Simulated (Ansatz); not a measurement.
# MgO2: the cost of one run

Method: DFT PBEsol, scalar-relativistic, plane waves, PAW, in Ansatz 0.2.0.

## (1) The system as given

Symmetry: Pa-3, No. 205, cubic system. Conventional cell: a = 4.841 Å, b = 4.841 Å, c = 4.841 Å, α = 90.00°, β = 90.00°, γ = 90.00°. Around Mg (site symmetry -3) lie 6 O at 2.08 Å. Around O (site symmetry 3) lie 1 O at 1.48 Å and 3 Mg at 2.08 Å.

As a file:

```cif
data_structure
_symmetry_space_group_name_H-M 'P 1'
_symmetry_Int_Tables_number 1
_cell_length_a 4.8411
_cell_length_b 4.8411
_cell_length_c 4.8411
_cell_angle_alpha 90.000
_cell_angle_beta 90.000
_cell_angle_gamma 90.000
_cell_volume 113.46
loop_
_atom_site_label
_atom_site_type_symbol
_atom_site_fract_x
_atom_site_fract_y
_atom_site_fract_z
_atom_site_occupancy
Mg1 Mg 0.00000 0.50000 0.50000 1
Mg2 Mg 0.50000 0.50000 0.00000 1
Mg3 Mg 0.50000 0.00000 0.50000 1
Mg4 Mg 0.00000 0.00000 0.00000 1
O1 O 0.41164 0.08836 0.91164 1
O2 O 0.08836 0.91164 0.41164 1
O3 O 0.91164 0.41164 0.08836 1
O4 O 0.58836 0.58836 0.58836 1
O5 O 0.41164 0.41164 0.41164 1
O6 O 0.08836 0.58836 0.91164 1
O7 O 0.91164 0.08836 0.58836 1
O8 O 0.58836 0.91164 0.08836 1
```

It is the end of an earlier run, which began from a cell of the Materials Project (structure only).

## (2) Zone-centre phonons at 0 GPa

It takes the final geometry of an earlier run.

Input file input.yaml:

```yaml
crystal:
  lattice:
    - [4.8411171242, 0.0, 0.0]
    - [0.0, 4.8411171242, 0.0]
    - [0.0, 0.0, 4.8411171242]
  atoms:
    - { symbol: Mg, position: [0.0, 0.5, 0.5] }
    - { symbol: Mg, position: [0.5, 0.5, 0.0] }
    - { symbol: Mg, position: [0.5, 0.0, 0.5] }
    - { symbol: Mg, position: [0.0, 0.0, 0.0] }
    - { symbol: O, position: [0.4116402348, 0.0883597652, 0.9116402348] }
    - { symbol: O, position: [0.0883597652, 0.9116402348, 0.4116402348] }
    - { symbol: O, position: [0.9116402348, 0.4116402348, 0.0883597652] }
    - { symbol: O, position: [0.5883597652, 0.5883597652, 0.5883597652] }
    - { symbol: O, position: [0.4116402348, 0.4116402348, 0.4116402348] }
    - { symbol: O, position: [0.0883597652, 0.5883597652, 0.9116402348] }
    - { symbol: O, position: [0.9116402348, 0.0883597652, 0.5883597652] }
    - { symbol: O, position: [0.5883597652, 0.9116402348, 0.0883597652] }
scf:
  occupations: { method: fixed }
output: {}
hamiltonian:
  xc: pbesol
basis:
  ecutwfc: 600
kpoints:
  mp_grid: { grid: [5, 5, 5] }
phonons:
  method: dfpt
  dielectric: false
  eigenvectors: false
```

Run with:

```console
$ ansatz run input.yaml --threads 4 --pin off --max-ram 10240MiB --backend cpu --events-out ev --progress --plain --runs-dir out
```

What time and memory should one allow on 4 threads of Intel Xeon at 2.70GHz, shared host?

About 61 s, with a peak of 2 GiB.
